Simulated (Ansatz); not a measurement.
# ZrSnO4: the cell at several levels of theory

Aim: relax ZrSnO4 (rutile host) with PBE, r2SCAN and PBEsol and see how far the functionals disagree on the cell. This is a trial cell built on a prototype, not taken from a measured structure, and it needn't be the compound's ground state.

Program: Ansatz 0.2.0. PAW datasets, plane waves, zero pressure. No spin polarisation and no zero-point or thermal motion; the cell was built from a prototype and may be hypothetical.

## 1. The structure to begin with

This is the cell as the run starts from it, not yet at rest; its lengths are not the crystal's.

Space group P-42_1m (No. 113), tetragonal; a = 4.999 Å, c = 6.730 Å in the conventional setting, 14.01 Å³ an atom. Near Sn stand 6 O at 2.16–2.17 Å; near O stand 2 Sn at 2.16–2.17 Å and 1 Zr at 2.17 Å; near Zr stand 6 O at 2.16–2.17 Å; near O stand 2 Zr at 2.16–2.17 Å and 1 Sn at 2.17 Å.

The structure in full:

```
CELL_PARAMETERS angstrom
4.99873 0.00000 0.00000
0.00000 4.99873 0.00000
0.00000 0.00000 6.72992
ATOMIC_POSITIONS crystal
Sn 0.00000 0.50000 0.12500
Sn 0.50000 0.00000 0.87500
O 0.69403 0.80597 0.12500
O 0.30597 0.19403 0.12500
O 0.80597 0.30597 0.87500
O 0.19403 0.69403 0.87500
Zr 0.00000 0.50000 0.62500
Zr 0.50000 0.00000 0.37500
O 0.69403 0.80597 0.62500
O 0.30597 0.19403 0.62500
O 0.80597 0.30597 0.37500
O 0.19403 0.69403 0.37500
```

## 2. Relaxation with PBE

input.yaml

```yaml
crystal:
  lattice:
    - [4.99872729, 0.0, 0.0]
    - [0.0, 4.99872729, 0.0]
    - [0.0, 0.0, 6.7299177]
  atoms:
    - { symbol: Sn, position: [0.0, 0.5, 0.125] }
    - { symbol: Sn, position: [0.5, 0.0, 0.875] }
    - { symbol: O, position: [0.6940277, 0.8059723, 0.125] }
    - { symbol: O, position: [0.3059723, 0.1940277, 0.125] }
    - { symbol: O, position: [0.8059723, 0.3059723, 0.875] }
    - { symbol: O, position: [0.1940277, 0.6940277, 0.875] }
    - { symbol: Zr, position: [0.0, 0.5, 0.625] }
    - { symbol: Zr, position: [0.5, 0.0, 0.375] }
    - { symbol: O, position: [0.6940277, 0.8059723, 0.625] }
    - { symbol: O, position: [0.3059723, 0.1940277, 0.625] }
    - { symbol: O, position: [0.8059723, 0.3059723, 0.375] }
    - { symbol: O, position: [0.1940277, 0.6940277, 0.375] }
kpoints:
  mp_grid: { grid: [6, 6, 4] }
hamiltonian:
  xc: pbe
scf:
  occupations: { method: fermi_dirac, width: 0.02 }
relax:
  f_tol: 0.005
  cell: {}
output:
  write_density: true
  write_potential: true
  elf: true
  volumetric_format: npy
```

Further steps of the session: r2SCAN: cell and atoms; PBEsol: cell and atoms.

Q: Predict the outcome of this session. Wanted: for each run, a; c; volume; space group; SCF geometries.

The runs gave:

```
 level  a (Å)  c (Å)  volume (Å³/atom)  space group  SCF geometries
   PBE  4.863  6.527            12.863      P-42_1m              10
r2SCAN  4.813  6.478            12.506      P-42_1m               6
PBEsol  4.810  6.475            12.484      P-42_1m               9
```

What this shows: From the start to the first minimum the volume moved by -8.2 %. PBEsol gives the smallest cell and PBE the largest; they differ by 3.0 % in volume, a mean of 1.0 % in length.
